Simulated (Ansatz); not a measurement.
# Ta4O (P4/mmm) in Ansatz: a series of runs

Aim: see how the results for Ta4O move with the level of theory and the settings. Levels: r2SCAN, PBE. Tasks: band structure.

Program: Ansatz 0.2.0. These are calculated values, not measurements. Logs are shortened: lines on timing, memory, paths and dates and some standing lists are left out, and cuts for length are marked.

### 1 Starting point

The structure is tetragonal, space group P4/mmm (No. 123). The conventional cell has a = 3.257 Å, b = 3.257 Å, c = 7.409 Å, α = 90.00°, β = 90.00°, γ = 90.00°. Around Ta (site symmetry 4/mmm) lie 8 Ta at 2.81 Å. Ta (site symmetry 4mm) is surrounded by 1 O at 2.10 Å. Ta (site symmetry 4/mmm) has 4 O at 2.30 Å as nearest neighbours. O (site symmetry 4/mmm) has 6 Ta at 2.10 to 2.30 Å as nearest neighbours.

The cell comes from a database or a generator and needn't be the stable form of this composition.

### 2 Band structure, r2SCAN

input.yaml

```yaml
crystal:
  lattice:
    - [3.257497, 0.0, 0.0]
    - [0.0, 3.257497, 0.0]
    - [0.0, 0.0, 7.409341]
  atoms:
    - { symbol: Ta, position: [0.0, 0.0, 0.0] }
    - { symbol: Ta, position: [0.5, 0.5, 0.216842] }
    - { symbol: Ta, position: [0.5, 0.5, 0.783158] }
    - { symbol: Ta, position: [0.0, 0.0, 0.5] }
    - { symbol: O, position: [0.5, 0.5, 0.5] }
hamiltonian:
  xc: r2scan
  pseudopotentials: { kind: paw }
kpoints:
  mp_grid: { grid: [8, 8, 4] }
  band_path:
    path:
      - [[0.0, 0.0, 0.0], [0.0, 0.5, 0.0], [0.5, 0.5, 0.0], [0.0, 0.0, 0.0], [0.0, 0.0, 0.5], [0.0, 0.5, 0.5], [0.5, 0.5, 0.5], [0.0, 0.0, 0.5]]
      - [[0.0, 0.5, 0.0], [0.0, 0.5, 0.5]]
      - [[0.5, 0.5, 0.0], [0.5, 0.5, 0.5]]
    npoints: 14
scf:
  occupations: { method: fermi_dirac, width: 0.05 }
  n_extra_bands: 12
output:
  forces: true
  stress: true
  eigenvalues: true
  fatbands: false
  write_density: true
  write_potential: true
  elf: true
  volumetric_format: npy
```

Potentials or basis: Ansatz PAW.

Run with:

```sh
> ansatz run input.yaml --threads 2 --pin off --max-ram 5632MiB --backend cpu --events-out ev --progress --plain --runs-dir out
```

Standard output:

```text
Warning: RAYON_NUM_THREADS=2 ignored (pool sized by the plan → 2); use --threads N
scf.n_extra_bands = 12 over 29 filled bands (N_el = 58.0): the run solves 41 bands
Engine: ansatz 0.2.0, aarch64-unknown-linux-gnu
Pseudopotentials: kind: paw
Pseudopotential: Ta, paw, valence charge 13, recommended cutoff 500 eV (meta_gga), Ta.paw.azcp
Pseudopotential: O, paw, valence charge 6, recommended cutoff 500 eV (meta_gga), O.paw.azcp
Functional definition: r2SCAN
  parameter k0 = 0.174
  parameter k1 = 0.065
  parameter a1 = 4.9479
  exchange = r2scan_x(k0 = k0, k1 = k1, a1 = a1)
  correlation = r2scan_c
Crystal: 5 atoms, lattice volume = 78.623 Å³
Basis set: ecut = 500 eV, 1967 PW (Γ), exchange–correlation on 96×96×240 points (64 copies of the dense FFT grid, shifted against one another)
Bands: 41, of which v1, the nominal top of the filled ones, is band 29 counted from 1 (28 counted from 0)
Symmetry: 16 space group operations
Space group: P4/mmm (ITA 123), of the structure as read, at distance tolerance 4.3e-5 Å
k-points: 45 of 256
Non-local potential: Ta, projectors of the file, l = 0: 3, l = 1: 2, l = 2: 2, l = 3: 1
Non-local potential: O, projectors of the file, l = 0: 2, l = 1: 2, l = 2: 1
PAW form: soft (Blöchl's): semilocal exchange-correlation on the pseudo side does not see the compensation charge
PAW frozen core: Ta, regenerated for the run's functional (the file was generated under x = pbe(κ = 0.804, μ = 0.2195149727645171), c = pbe(β = 0.06672455060314922))
PAW frozen core: O, regenerated for the run's functional (the file was generated under x = pbe(κ = 0.804, μ = 0.2195149727645171), c = pbe(β = 0.06672455060314922))
PAW one-centre angular grid: Ta, 590 points (default); XC on 160 Gauss nodes
PAW one-centre angular grid: O, 302 points (default); XC on 160 Gauss nodes
Initial density: superposition of atomic densities (neutral atoms: chi_scale 0, normalization atom), corrected by the library's trained network
Initial wavefunctions: pseudopotential atomic-orbital guess
Functional: x = r2scan, c = r2scan; τ floored in thin density (d = 2e-4 eV/Å³)
SCF iter   1: F=—  HF=-40346.434878 eV  |F-HF|=—  |Δ(HF+E_count)|=         —  Δρ=1.24e-2  dr2=6.14e-1  dr2_τ=1.36e-1  ethr=1.77e-3  ⟨swp⟩=6.0  Hψ=7537  notcnv=0  defer=57
preconditioner: auto → Kerker (q_TF=auto, 2.593 Å⁻¹)  [metal: Δε(μ)=0.071 eV  Ē_g=7.129 eV  σ=0.050 eV  W_gap=0.31  n_scr=26 (ndim 8)  ℏωp=20.5 eV  f_vac=0.000  D(μ)=1.14/eV (n_scr^D=2)]
SCF iter   2: F=—  HF=-40346.510821 eV  |F-HF|=—  |Δ(HF+E_count)|=   7.59e-2  Δρ=7.54e-3  dr2=1.15e-1  dr2_τ=5.84e-3  ethr=1.06e-3  ⟨swp⟩=1.8  Hψ=2380  notcnv=0  defer=127
SCF iter   3: F=—  HF=-40346.510281 eV  |F-HF|=—  |Δ(HF+E_count)|=   5.39e-4  Δρ=3.27e-3  dr2=3.21e-2  dr2_τ=1.81e-3  ethr=1.98e-4  ⟨swp⟩=2.0  Hψ=2065  notcnv=0  defer=163
SCF iter   4: F=—  HF=-40346.508354 eV  |F-HF|=—  |Δ(HF+E_count)|=   1.93e-3  Δρ=1.07e-3  dr2=1.46e-3  dr2_τ=2.22e-4  ethr=5.53e-5  ⟨swp⟩=2.1  Hψ=2100  notcnv=0  defer=163
SCF iter   5: F=—  HF=-40346.508311 eV  |F-HF|=—  |Δ(HF+E_count)|=   4.33e-5  Δρ=4.70e-4  dr2=1.48e-4  dr2_τ=1.23e-5  ethr=2.51e-6  ⟨swp⟩=2.0  Hψ=2250  notcnv=0  defer=163
SCF iter   6: F=—  HF=-40346.508332 eV  |F-HF|=—  |Δ(HF+E_count)|=   2.13e-5  Δρ=1.33e-4  dr2=1.47e-5  dr2_τ=1.93e-6  ethr=2.54e-7  ⟨swp⟩=2.0  Hψ=2753  notcnv=0  defer=163
SCF iter   7: F=—  HF=-40346.508335 eV  |F-HF|=—  |Δ(HF+E_count)|=   2.89e-6  Δρ=2.86e-5  dr2=1.00e-6  dr2_τ=2.31e-7  ethr=2.54e-8  ⟨swp⟩=2.0  Hψ=2228  notcnv=0  defer=163
SCF iter   8: F=—  HF=-40346.508335 eV  |F-HF|=—  |Δ(HF+E_count)|=   5.57e-8  Δρ=1.01e-5  dr2=1.81e-7  dr2_τ=2.44e-8  ethr=1.73e-9  ⟨swp⟩=2.0  Hψ=2183  notcnv=0  defer=163
SCF iter   9: F=-40346.508335 eV  HF=-40346.508335 eV  |F-HF|=2.10e-9  |Δ(HF+E_count)|=   1.65e-8  Δρ=2.21e-6  dr2=5.05e-9  dr2_τ=3.19e-10  ethr=1.72e-10  ⟨swp⟩=13.7  Hψ=11142  notcnv=0
SCF 1 converged in 9 iterations: F = -40346.508335 eV  dr2 = 5.05e-9
NSCF: frozen V_eff on 129 k-points
SCF converged after 9 iterations
Free energy (F): -40346.508335 eV
Harris-Foulkes:  -40346.508335 eV  (|F-HF|=2.10e-9)
Internal energy: -40346.493398 eV  (E = F + TS)
E sigma→0 (E₀):  -40346.500867 eV
Entropy (-TS):   -0.014937 eV (-2.987 meV/atom)
Fermi energy:    18.712586 eV
--- Per-component energies (eV) ---
  E_band       = -471.263087
  E_kinetic    = 1645.184004
  E_local      = -2523.206650  (includes V_loc(G=0)·N_el)
  E_nonlocal   = 106.433342
  E_hartree    = 880.498979
  E_xc         = -890.830121
  E_vxc        = -993.064721  (∫ρ·V_xc dr)
  E_paw        = -33851.985097  (= ΣΔE_a)
  E_vpaw       = -518.869685  (= ΣTr[D̂ρ^β])
  E_aug_tail   = 0.001358  (compensation charges beyond the density's cutoff)
  E_vtau       = 51.261888  (kinetic-family band-sum trace: ∫τ·v_τ [+ j·A + Jᵃ·Aᵃ] dr)
  E_ewald      = -5709.532150
  E_core_change = -3.057062  (= ΣΔE_core)
  E_smearing   = -0.014937  (= −TS)
  E_closure    = 0.000000  (closes the sum)
  Σ components = -40346.508335   (vs F -40346.508335, Δ=0.00e0)
--- Forces (eV/Å), atoms counted from 1 ---
  atom   1  Ta    -0.00000000     0.00000000     0.00000000
  atom   2  Ta     0.00000000     0.00000000     0.15142555
  atom   3  Ta     0.00000000     0.00000000    -0.15142555
  atom   4  Ta    -0.00000000     0.00000000     0.00000000
  atom   5  O      0.00000000     0.00000000     0.00000000
  max |Σ_I F_I| component: 3.16e-30 eV/Å
--- Stress (GPa, compression-positive) ---
       -3.703091       0.000000       0.000000
        0.000000      -3.703091       0.000000
        0.000000       0.000000      -6.537701
  P = ⅓ Tr σ = -4.6480 GPa (-46.480 kbar)
--- Band table (eV; the first three rows and the last of 45) ---
  k-point 0: bands = ["-52.1737", "-50.9469", "-50.9305", "-50.0970", "-18.1242", "-18.1242", "-17.7415", "-17.1272", "-16.9946", "-16.7894", "-16.7894", "-16.6528", "-16.6528", "-16.0388", "-15.7413", "-15.7413", "-4.8407", "10.0169", "10.8771", "11.3766", "11.3766", "14.0573", "14.3210", "14.3317", "16.0673", "17.0962", "18.2418", "18.2418", "18.7521", "19.3730", "19.7291", "19.7291", "20.2124", "20.4522", "20.4522", "20.5219", "21.3626", "21.7434", "23.6291", "24.2655", "24.2655"]
  k-point 1: bands = ["-52.1737", "-50.9471", "-50.9303", "-50.0970", "-18.1240", "-18.1240", "-17.7458", "-17.1158", "-16.9939", "-16.7933", "-16.7933", "-16.6488", "-16.6488", "-16.0485", "-15.7416", "-15.7416", "-4.8321", "9.6698", "11.3787", "11.3787", "11.3979", "13.3996", "14.4742", "14.7448", "15.5422", "17.6846", "18.1991", "18.1991", "18.9953", "19.4813", "19.5297", "19.5297", "20.2392", "20.5033", "20.9243", "20.9243", "21.0559", "22.0022", "23.5973", "23.7538", "23.7538"]
  k-point 2: bands = ["-52.1737", "-50.9473", "-50.9301", "-50.0970", "-18.1239", "-18.1239", "-17.7500", "-17.1046", "-16.9929", "-16.7969", "-16.7969", "-16.6451", "-16.6451", "-16.0583", "-15.7419", "-15.7419", "-4.8235", "9.4440", "11.3808", "11.3808", "12.0696", "12.6544", "14.8471", "14.9437", "15.0139", "18.1554", "18.1554", "18.1746", "19.1683", "19.4229", "19.4229", "19.7455", "19.8464", "20.6957", "20.9685", "21.4059", "21.4059", "22.2255", "23.1981", "23.1981", "23.3594"]
  k-point 44: bands = ["-52.1528", "-50.9160", "-50.9100", "-50.0869", "-18.3580", "-18.3580", "-17.6285", "-17.1353", "-17.1353", "-17.0149", "-16.9348", "-16.8592", "-16.8592", "-16.1352", "-15.8550", "-15.8550", "-4.6081", "10.2124", "10.4136", "10.4136", "14.8221", "15.2035", "15.2732", "15.2732", "15.7627", "16.8806", "16.8806", "18.5472", "18.5472", "20.6024", "20.6333", "20.6333", "21.8784", "21.8956", "23.4744", "23.5132", "23.5352", "23.6027", "23.6204", "24.2495", "24.9680"]
```

rho_z.tsv:

```text
# z_ang	rho[e/angstrom^3]
# format = ansatz-planar-average/11
# lattice	3.257497000	0.000000000	0.000000000
# lattice	0.000000000	3.257497000	0.000000000
# lattice	0.000000000	0.000000000	7.409341000
# sites	5
# site	73	0.000000000	0.000000000	0.000000000
# site	73	1.628748500	1.628748500	1.606656321
# site	73	1.628748500	1.628748500	5.802684679
# site	73	0.000000000	0.000000000	3.704670500
# site	8	1.628748500	1.628748500	3.704670500
0.000000	9.600921e-1
0.123489	9.514189e-1
0.246978	9.153470e-1
0.370467	8.361187e-1
0.493956	7.176245e-1
0.617445	5.921957e-1
[... 52 lines left out ...]
7.162363	9.153470e-1
7.285852	9.514189e-1
```

Run time: 23 s. Hardware: 2 threads of Arm Neoverse V1, shared host; peak memory 0.63 GiB.

What came out:

```yaml
Free_energy: -40346.5083 eV
Pressure: -4.6 GPa
Largest_force: 0.151 eV/Å
Band_gap_on_the_k_mesh: none (metal or under the smearing width)
```

Forces in eV/Å, atoms in the order of the input:
```
Ta   0.000  0.000  0.000
Ta   0.000  0.000  0.151
Ta   0.000  0.000 -0.151
Ta   0.000  0.000  0.000
O    0.000  0.000  0.000
```

Stress tensor (GPa, compression positive):
```
-3.70  0.00  0.00
 0.00 -3.70  0.00
 0.00  0.00 -6.54
```

Levels at the corners of the path, in eV from the Fermi level:
```csv
point,band 26,band 27,band 28,band 29,band 30,band 31,band 32,band 33
Γ,-1.62,-0.47,-0.47,0.04,0.66,1.02,1.02,1.50
X,-1.22,-0.98,-0.73,0.11,0.94,0.95,1.20,1.70
M,-1.68,-1.68,-0.80,-0.80,1.89,2.63,2.72,2.72
Γ,-1.62,-0.47,-0.47,0.04,0.66,1.02,1.02,1.50
Z,-0.56,-0.56,-0.54,0.46,0.71,0.71,1.03,1.13
R,-1.23,-1.05,-0.82,-0.51,1.04,1.28,1.77,1.84
A,-1.83,-1.83,-0.17,-0.17,1.89,1.92,1.92,3.17
Z,-0.56,-0.56,-0.54,0.46,0.71,0.71,1.03,1.13
X,-1.22,-0.98,-0.73,0.11,0.94,0.95,1.20,1.70
R,-1.23,-1.05,-0.82,-0.51,1.04,1.28,1.77,1.84
M,-1.68,-1.68,-0.80,-0.80,1.89,2.63,2.72,2.72
A,-1.83,-1.83,-0.17,-0.17,1.89,1.92,1.92,3.17
```

Caveat: spin-orbit coupling is left out, which moves the levels of the heavy elements; the PAW data sets come from PBE, with cores solved anew for the run's functional, which leaves a small shift of forces and pressure.

### 3 Band structure, PBE

input.yaml, as its differences from that of step 2:

```diff
@@ -12,3 +12,3 @@
 hamiltonian:
-  xc: r2scan
+  xc: pbe
   pseudopotentials: { kind: paw }
```

Potentials or basis: Ansatz PAW.

Run with:

```sh
> ansatz run input.yaml --threads 2 --pin off --max-ram 5632MiB --backend cpu --events-out ev --progress --plain --runs-dir out
```

Run time: 10 s. Hardware: 2 threads of Arm Neoverse V1, shared host; peak memory 0.5 GiB.

It converged, with:

| Item | Value |
| --- | --- |
| Free energy | -40296.8332 eV |
| Pressure | -0.7 GPa |
| Largest force | 0.018 eV/Å |
| Band gap on the k mesh | none (metal or under the smearing width) |

Forces in eV/Å, atoms in the order of the input:
```
Ta   0.000  0.000  0.000
Ta   0.000  0.000 -0.018
Ta   0.000  0.000  0.018
Ta   0.000  0.000  0.000
O    0.000  0.000  0.000
```

Stress tensor (GPa, compression positive):
```
-0.59  0.00  0.00
 0.00 -0.59  0.00
 0.00  0.00 -1.04
```

Levels at the corners of the path, in eV from the Fermi level:
```tsv
point	band 25	band 26	band 27	band 28	band 29	band 30	band 31	band 32	band 33	band 34
Γ	-2.63	-1.55	-0.47	-0.47	-0.25	0.50	1.02	1.02	1.29	1.62
X	-1.48	-1.11	-0.92	-0.66	0.18	0.87	0.91	1.31	1.69	1.95
M	-2.03	-1.51	-1.51	-0.67	-0.67	1.61	2.37	2.72	2.72	3.13
Γ	-2.63	-1.55	-0.47	-0.47	-0.25	0.50	1.02	1.02	1.29	1.62
Z	-3.48	-0.57	-0.54	-0.54	0.11	0.68	0.68	0.78	1.07	1.82
R	-1.71	-1.17	-1.01	-0.65	-0.45	0.97	1.29	1.57	1.80	2.31
A	-2.73	-1.70	-1.70	0.01	0.01	1.60	1.89	1.89	2.89	3.13
Z	-3.48	-0.57	-0.54	-0.54	0.11	0.68	0.68	0.78	1.07	1.82
X	-1.48	-1.11	-0.92	-0.66	0.18	0.87	0.91	1.31	1.69	1.95
R	-1.71	-1.17	-1.01	-0.65	-0.45	0.97	1.29	1.57	1.80	2.31
M	-2.03	-1.51	-1.51	-0.67	-0.67	1.61	2.37	2.72	2.72	3.13
A	-2.73	-1.70	-1.70	0.01	0.01	1.60	1.89	1.89	2.89	3.13
```

Caveat: spin-orbit coupling is left out, which moves the levels of the heavy elements.
